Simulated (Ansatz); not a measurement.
# C7H7O: the cost of one run

Computed with Ansatz 0.2.0 (the levels named in each step, unless a step's input says otherwise).

### Step 1. The system as given

Bond lengths (14 of 15 bonds, heavy atoms first): C1–C2 1.378 Å, C2–C3 1.423 Å, C3–C4 1.372 Å, C4–C5 1.389 Å, C5–C6 1.400 Å, C6–O7 1.362 Å, C2–C8 1.422 Å, C6–C8 1.376 Å, C1–H9 1.074 Å, C1–H10 1.075 Å, C3–H11 1.079 Å, C4–H12 1.080 Å, C5–H13 1.078 Å, O7–H14 0.965 Å. Angles (14 of 22 angles, heavy atoms first): C1–C2–C3 121.4°, C1–C2–C8 121.2°, C3–C2–C8 117.3°, C2–C3–C4 120.8°, C3–C4–C5 121.0°, C4–C5–C6 119.6°, C5–C6–O7 117.5°, C5–C6–C8 120.3°, O7–C6–C8 122.2°, C2–C8–C6 121.1°, C2–C1–H9 121.2°, C2–C1–H10 121.3°, C2–C3–H11 118.5°, C4–C3–H11 120.7°.

As a file:

```xyz
15

C     2.6163   -0.4467    0.3627
C     1.3152   -0.0345    0.1700
C     0.9831    1.3441    0.0514
C    -0.3173    1.7397   -0.1361
C    -1.3438    0.8066   -0.2144
C    -1.0482   -0.5574   -0.1044
O    -2.0865   -1.4347   -0.1896
C     0.2502   -0.9725    0.0832
H     3.4212    0.2619    0.4289
H     2.8647   -1.4886    0.4525
H     1.7768    2.0728    0.1127
H    -0.5550    2.7900   -0.2235
H    -2.3688    1.1056   -0.3594
H    -1.7577   -2.3374   -0.1023
H     0.4797   -2.0267    0.1692
```

### Step 2. A rough first relaxation, PBE-D4/def2-SVPD

input.yaml

```yaml
crystal:
  periodic: [false, false, false]
  atoms:
    - { symbol: C, position_ang: [2.61632, -0.44671, 0.36273] }
    - { symbol: C, position_ang: [1.31516, -0.0345, 0.17001] }
    - { symbol: C, position_ang: [0.9831, 1.34415, 0.05144] }
    - { symbol: C, position_ang: [-0.31732, 1.7397, -0.13609] }
    - { symbol: C, position_ang: [-1.34379, 0.80665, -0.21438] }
    - { symbol: C, position_ang: [-1.04821, -0.55737, -0.1044] }
    - { symbol: O, position_ang: [-2.08652, -1.43468, -0.18964] }
    - { symbol: C, position_ang: [0.25018, -0.97246, 0.08319] }
    - { symbol: H, position_ang: [3.42116, 0.26194, 0.42886] }
    - { symbol: H, position_ang: [2.86474, -1.48864, 0.45247] }
    - { symbol: H, position_ang: [1.77684, 2.0728, 0.11268] }
    - { symbol: H, position_ang: [-0.55501, 2.78995, -0.2235] }
    - { symbol: H, position_ang: [-2.3688, 1.10562, -0.35942] }
    - { symbol: H, position_ang: [-1.75774, -2.33743, -0.10234] }
    - { symbol: H, position_ang: [0.47966, -2.02674, 0.16921] }
magnetization:
  spin_polarized: true
  initial_magnetization: 1
basis:
  gaussian: { orbitals: def2-SVPD }
hamiltonian:
  xc: pbe
  dispersion: d4
relax:
  f_tol: 0.03
  max_steps: 200
```

On the command line:

```sh
> ansatz run input.yaml --threads 8 --pin off --max-ram 22528MiB --backend cpu --events-out ev --progress --plain --runs-dir out
```

**Question.** How long does this run take on 8 threads of Arm Neoverse V2, shared host, and how much memory does it need?

About 18 s, with a peak of 0.42 GiB.
